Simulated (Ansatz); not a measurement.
# ScTiTe3: the cost of one run

Method: DFT PBE, scalar-relativistic, plane waves, PAW, unless a step names another level, in Ansatz 0.2.0.

3 further runs of the same task are left out: 3 that didn't finish. Runs told in other sessions of the task aren't counted.

## 1. The structure to begin with

Symmetry: R-3, No. 148, trigonal system. Conventional cell: a = 6.925 Å, b = 6.925 Å, c = 20.352 Å, α = 90.00°, β = 90.00°, γ = 120.00°. Sc (site symmetry -3) is surrounded by 6 Te at 2.90 Å and 2 Ti at 3.31 Å. Sc (site symmetry -3) has 6 Te at 2.89 Å in its first shell of neighbours. Ti (site symmetry 3) has 6 Te at 2.83 to 2.84 Å in its first shell of neighbours. Around Te (site symmetry 1) lie 2 Ti at 2.83 to 2.84 Å and 2 Sc at 2.89 to 2.90 Å.

As a file:

```cif
data_structure
_symmetry_space_group_name_H-M 'P 1'
_symmetry_Int_Tables_number 1
_cell_length_a 7.8745
_cell_length_b 7.8745
_cell_length_c 7.8745
_cell_angle_alpha 52.171
_cell_angle_beta 52.171
_cell_angle_gamma 52.171
_cell_volume 281.74
loop_
_atom_site_label
_atom_site_type_symbol
_atom_site_fract_x
_atom_site_fract_y
_atom_site_fract_z
_atom_site_occupancy
Sc1 Sc 0.00000 0.00000 0.00000 1
Sc2 Sc 0.50000 0.50000 0.50000 1
Ti1 Ti 0.16287 0.16287 0.16287 1
Ti2 Ti 0.83713 0.83713 0.83713 1
Te1 Te 0.57298 0.24722 0.92710 1
Te2 Te 0.92710 0.57298 0.24722 1
Te3 Te 0.75278 0.07290 0.42702 1
Te4 Te 0.24722 0.92710 0.57298 1
Te5 Te 0.07290 0.42702 0.75278 1
Te6 Te 0.42702 0.75278 0.07290 1
```

It came out lowest among 28 distinct ends of the trial cells. At a tolerance of 0.05 Å it has space group R-3 (No. 148). Site moments: 0.0 0.0 0.4 0.4 0.0 0.0 0.0 0.0 0.0 0.0 μB.

## 2. Electronic structure at the relaxed geometry

input.yaml

```yaml
crystal:
  lattice:
    - [3.4624860788, 1.9990672696, 6.7840119985]
    - [-3.4624860788, 1.9990672696, 6.7840119985]
    - [0.0, -3.9981345393, 6.7840119985]
  atoms:
    - { symbol: Sc, position: [0.0, 0.0, 0.0] }
    - { symbol: Sc, position: [0.5, 0.5, 0.5] }
    - { symbol: Ti, position: [0.1628702081, 0.1628702081, 0.1628702081], spin: 0.41 }
    - { symbol: Ti, position: [0.8371297919, 0.8371297919, 0.8371297919], spin: 0.41 }
    - { symbol: Te, position: [0.572983152, 0.2472169779, 0.9270999587] }
    - { symbol: Te, position: [0.9270999587, 0.572983152, 0.2472169779] }
    - { symbol: Te, position: [0.7527830221, 0.0729000413, 0.427016848] }
    - { symbol: Te, position: [0.2472169779, 0.9270999587, 0.572983152] }
    - { symbol: Te, position: [0.0729000413, 0.427016848, 0.7527830221] }
    - { symbol: Te, position: [0.427016848, 0.7527830221, 0.0729000413] }
basis:
  ecutwfc: 420
kpoints:
  mp_grid: { grid: [6, 6, 6] }
  band_path:
    path:
      - [[0.0, 0.0, 0.0], [-0.5, -0.5, -0.5], [-0.5, -0.22455491, -0.77544509]]
      - [[-0.22455491, 0.22455491, -0.5], [0.0, 0.0, -0.5], [0.0, 0.0, 0.0], [0.0, 0.36227745, -0.36227745]]
      - [[-0.36227745, 0.0, -0.63772255], [-0.5, 0.0, -0.5], [0.0, 0.0, 0.0]]
    npoints: 14
hamiltonian:
  xc: pbe
scf:
  occupations: { method: gaussian, width: 0.1 }
  n_extra_bands: 25
output:
  forces: true
  stress: true
  eigenvalues: true
  populations: true
  dos: { projected: true, de: 0.02, nscf_kmesh: { grid: [8, 8, 8] } }
  bader: true
magnetization:
  spin_polarized: true
checkpoint:
  read: start.run
  write: ck
  compress: false
  write_wavefunctions: false
  write_every: 100000
```

Started as:

```console
$ ansatz run input.yaml --threads 1 --pin off --max-ram 2560MiB --backend cpu --events-out ev --progress --plain --runs-dir out
```

Q: Estimate wall time and peak memory on 1 thread of Intel Xeon 6975P-C (Granite Rapids), shared host.

About 5.6 min, with a peak of 2.2 GiB.
